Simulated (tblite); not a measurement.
# C6H14BNS: the cost of one run

Computed with tblite 0.8.0 and PySCF 2.14.0, with density-fitted response routines of our own, on a single molecule in the gas phase. Atoms are numbered from 0 throughout.

## (1) The starting structure

23 atoms, charge 0, multiplicity 1; geometry from: force field or distance geometry start.

Bonds of the start (Å): C0–S1 1.81, S1–C2 1.78, C2–C3 1.31, C3–C4 1.49, C4–N5 1.50, N5–C6 1.48, N5–C7 1.47, N5–B8 1.57, B8–C2 1.55, C0–H9 1.11, C0–H10 1.10, C0–H11 1.12, C3–H12 1.09, C4–H13 1.10, C4–H14 1.11, C6–H15 1.13, C6–H16 1.11, C6–H17 1.12, C7–H18 1.11, C7–H19 1.11, C7–H20 1.12, B8–H21 1.20, B8–H22 1.19.

## (2) Optimising the geometry with GFN2-xTB

Job settings and geometry (Å):

```
{"job": {"kind": "relax", "xc": "GFN2-xTB", "basis": "xTB"}, "charge": 0, "multiplicity": 1}
C      3.179600    -0.136200    -1.330000
S      3.107700     0.122900     0.462300
C      1.349900    -0.149500     0.574700
C      0.774400    -1.310600     0.765600
C     -0.714900    -1.236000     0.848300
N     -1.100800     0.186700     0.584000
C     -1.908500     0.723400     1.699400
C     -1.858400     0.306400    -0.670000
B      0.265800     0.960100     0.471800
H      2.804300    -1.152400    -1.579300
H      4.216200    -0.029200    -1.677800
H      2.540400     0.623200    -1.839300
H      1.329800    -2.238800     0.904600
H     -1.030600    -1.592100     1.843200
H     -1.146400    -1.928600     0.093300
H     -1.363800     0.650400     2.682600
H     -2.170000     1.792400     1.535500
H     -2.858000     0.140400     1.808300
H     -2.123300     1.366200    -0.885400
H     -1.277800    -0.095700    -1.530500
H     -2.817800    -0.268400    -0.606000
H      0.417000     1.747000     1.362300
H      0.380400     1.545400    -0.558100
```

The run is started by

```bash
OMP_NUM_THREADS=1 python probes_run.py task.json out
```

One launch serves the whole session: the jobs run in the order shown.

Q: Estimate the wall time of this first job on 1 thread of Intel Xeon at 2.50GHz, shared host.

About 4.4 s.
